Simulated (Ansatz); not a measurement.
# CH8GeO: the cost of one run

Method: RKS LDA/def2-mTZVP, in Ansatz 0.2.0.

1 further run of the same task is left out (it didn't finish).

## Step 1: Starting point

Bond lengths: Ge1–C3 1.960 Å, C3–H4 1.110 Å, C3–H5 1.110 Å, C3–H6 1.110 Å, Ge1–H7 1.549 Å, Ge1–H8 1.549 Å, Ge1–O9 2.070 Å, O9–H10 1.010 Å. Angles: Ge1–C3–H4 109.5°, Ge1–C3–H5 109.5°, Ge1–C3–H6 109.5°, H4–C3–H5 109.4°, H4–C3–H6 109.4°, H5–C3–H6 109.4°, C3–Ge1–H7 109.5°, C3–Ge1–H8 109.5°, C3–Ge1–O9 178.9°, H7–Ge1–H8 109.5°, H7–Ge1–O9 70.0°, H8–Ge1–O9 70.0°, Ge1–O9–H10 109.5°.

Structure file:

```xyz
11

Ge    0.0000    0.0000    0.0000
H     0.0000    0.0000    1.9000
C     1.8483    0.0000   -0.6527
H     2.1960   -1.0463   -0.7809
H     1.8968    0.5276   -1.6281
H     2.5002    0.5187    0.0808
H    -0.7300    1.2648   -0.5162
H    -0.7300   -1.2648   -0.5162
O    -1.9644    0.0000    0.6527
H    -2.5095   -0.6297    0.0813
H    -0.9937    0.0000    1.8011
```

## Step 2: A restrained relaxation towards end A

Springs on the bonds that form and break draw the guess towards this end; the thresholds are loose.

Contents of input.yaml:

```yaml
crystal:
  periodic: [false, false, false]
  atoms:
    - { symbol: Ge, position_ang: [0.0, 0.0, 0.0] }
    - { symbol: H, position_ang: [0.0, 0.0, 1.9] }
    - { symbol: C, position_ang: [1.8483, 0.0, -0.6527] }
    - { symbol: H, position_ang: [2.196, -1.0463, -0.7809] }
    - { symbol: H, position_ang: [1.8968, 0.5276, -1.6281] }
    - { symbol: H, position_ang: [2.5002, 0.5187, 0.0808] }
    - { symbol: H, position_ang: [-0.73, 1.2648, -0.5162] }
    - { symbol: H, position_ang: [-0.73, -1.2648, -0.5162] }
    - { symbol: O, position_ang: [-1.9644, 0.0, 0.6527] }
    - { symbol: H, position_ang: [-2.5095, -0.6297, 0.0813] }
    - { symbol: H, position_ang: [-0.9937, 0.0, 1.8011] }
basis:
  gaussian: { orbitals: def2-mTZVP }
hamiltonian:
  xc: lda
relax:
  f_tol: 0.15
  max_steps: 25
  restrain:
    - { distance: [0, 8], at: 2.97, k: 30.0 }
    - { distance: [10, 1], at: 1.86, k: 30.0 }
    - { distance: [0, 1], at: 1.55, k: 30.0 }
    - { distance: [10, 8], at: 1.01, k: 30.0 }
```

Launch:

```
> ansatz run input.yaml --threads 2 --pin off --max-ram 3072MiB --backend cpu --events-out ev --progress --plain --runs-dir out
```

What time and memory should one allow on 2 threads of Arm Neoverse V1, shared host?

About 12 s, with a peak of 0.13 GiB.
